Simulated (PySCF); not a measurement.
# C2H11GeN2P: the cost of one run

Programs: PySCF 2.14.0, with density-fitted response routines of our own. Each step states its level of theory. These are calculated values for one molecule in the gas phase, unless marked as measured. Atoms count from 0, in the outputs and in this text.

### 1 The molecule as given

17 atoms, charge 0, multiplicity 1; geometry from: GFN2-xTB.

Bonds of the start (Å): C0–C1 1.52, C1–Ge2 2.03, Ge2–N3 1.84, Ge2–N4 1.83, Ge2–P5 2.35, C0–H6 1.09, C0–H7 1.09, C0–H8 1.09, C1–H9 1.09, C1–H10 1.09, N3–H11 1.01, N3–H12 1.01, N4–H13 1.01, N4–H14 1.01, P5–H15 1.39, P5–H16 1.39.

### 2 TDDFT and polarisability: CAM-B3LYP/def2-SVPD

What the job is given:

```
{"job": {"kind": "uv", "xc": "CAM-B3LYP", "basis": "def2-SVPD", "nstates": 8, "ntriplets": 3}, "charge": 0, "multiplicity": 1}
C      2.104338    -0.298061    -0.582527
C      1.135775     0.731997    -0.031022
Ge    -0.737882    -0.022097     0.182035
N     -1.132995    -0.787082    -1.438871
N     -0.881606    -1.477038     1.285308
P     -2.369559     1.485432     0.943646
H      3.091541     0.139620    -0.727739
H      2.199994    -1.139603     0.100730
H      1.747431    -0.677160    -1.536524
H      1.481098     1.096178     0.937892
H      1.085474     1.592009    -0.697989
H     -1.184538    -0.156802    -2.226859
H     -1.978089    -1.341074    -1.431322
H     -0.335789    -2.276131     0.996669
H     -0.717846    -1.320333     2.269229
H     -1.978205     2.452595     0.028292
H     -1.536141     2.009581     1.919142
```

Level: TDDFT CAM-B3LYP/def2-SVPD, vertical, gas phase, core orbitals frozen in the response.

Command:

```
$ OMP_NUM_THREADS=1 python probes_run.py task.json out
```

This one command runs all jobs of the session in turn.

**Question.** How long does this job take on 1 thread of Arm Neoverse N1, shared host, and how much memory does it need?

About 2.1 min, with a peak of 1.1 GiB.
